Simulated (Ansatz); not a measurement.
# AlNi (Cmmm): fixed-spin-moment curve in Python

The task is a fixed-spin-moment curve, for AlNi (Cmmm).

Computed with the Python package of Ansatz 0.2.0. Level of theory: DFT PBEsol, plane waves, norm-conserving potentials.

## (1) The structure

Symmetry: Cmmm, No. 65, orthorhombic system. Conventional cell: a = 3.877 Å, b = 3.906 Å, c = 3.099 Å, α = 90.00°, β = 90.00°, γ = 90.00°. Al (site symmetry mmm) has 8 Ni at 2.48 to 2.49 Å and 4 Al at 2.75 Å as nearest neighbours. Around Ni (site symmetry mmm) lie 8 Al at 2.48 to 2.49 Å and 4 Ni at 2.75 Å.

No structure file is read: the coordinates are typed or built in the script.

## (2) The code

Contents of alni_fsm.py:

```python
# -*- coding: utf-8 -*-
"""Energy of AlNi against a locked total moment."""

import logging
import sys
import warnings

import ansatz as az

logging.basicConfig(stream=sys.stdout, format="%(levelname)s %(message)s")
logger = logging.getLogger("alni")
logger.setLevel(logging.INFO)

warnings.simplefilter("ignore", az.DeckWarning)

crystal = (
    az.Lattice.of((1.938694, -1.95319015, 0.0), (1.938694, 1.95319015, 0.0), (0.0, 0.0, 3.09943004))
    .atom("Al", (0.0, 0.0, 0.0))
    .atom("Ni", (0.5, 0.5, 0.5))
)

setup = (
    crystal.calculation()
    .functional("pbesol")
    .pseudopotentials("nc")
    .kpoints(5, 5, 4)
    .occupations(az.OccupationsMethod.METHFESSEL_PAXTON, width=0.05)
)
# a hard lock holds the total moment, with one Fermi level a spin
rows = []
for total in [0.0, 0.4, 0.9, 1.3, 1.8]:
    report = setup.spin("collinear", total=total, lock="hard").run().report
    up, down = report["spin_fermi_energies_ev"]
    rows.append((total, report["free_energy_ev"], up - down, report["absolute_magnetization_mub"]))
reference = rows[0][1]
rows = [(m, 1000 * (e - reference), split, size) for m, e, split, size in rows]
lines = [",".join(["total muB", "F - F(0) meV", "EF up - down eV", "absolute muB"])] + [",".join(f"{v:.4f}" if isinstance(v, float) else str(v) for v in row) for row in rows]
print("\n".join(lines))
with open("fsm.csv", "w") as handle:
    handle.write("\n".join(lines) + "\n")
best = min(rows, key=lambda row: row[1])
logger.info(f"lowest at {best[0]} muB per cell, {best[1]:.1f} meV against the first point")
```

## (3) Launch

Command:

```sh
> python alni_fsm.py
```

**Question.** At which total moment is the energy lowest, and how steeply does it rise?

As calculated:

```
                            quantity            value
                       runs compared                5
                     range of energy  931.46 meV/atom
lowest point, total moment held (μB)              0.0
```

The lowest point lies at 0 μB a cell, the first of the scan; at 1.8 μB the energy is 1863 meV above the lowest. Notes:
- For a metal this mesh is far too coarse, so the numbers only illustrate the procedure.
- Within a few hundredths of an angstrom the cell has the higher group P4/mmm; the lower one is a small distortion.
- This cell is a computed structure, which may not be the phase found in nature.
- Only points where the Fermi levels of the two spins meet (minima, maxima and zero moment) are free solutions; a shallow minimum can lie between the points.
- The script silences the program's warnings, which a real study should read.
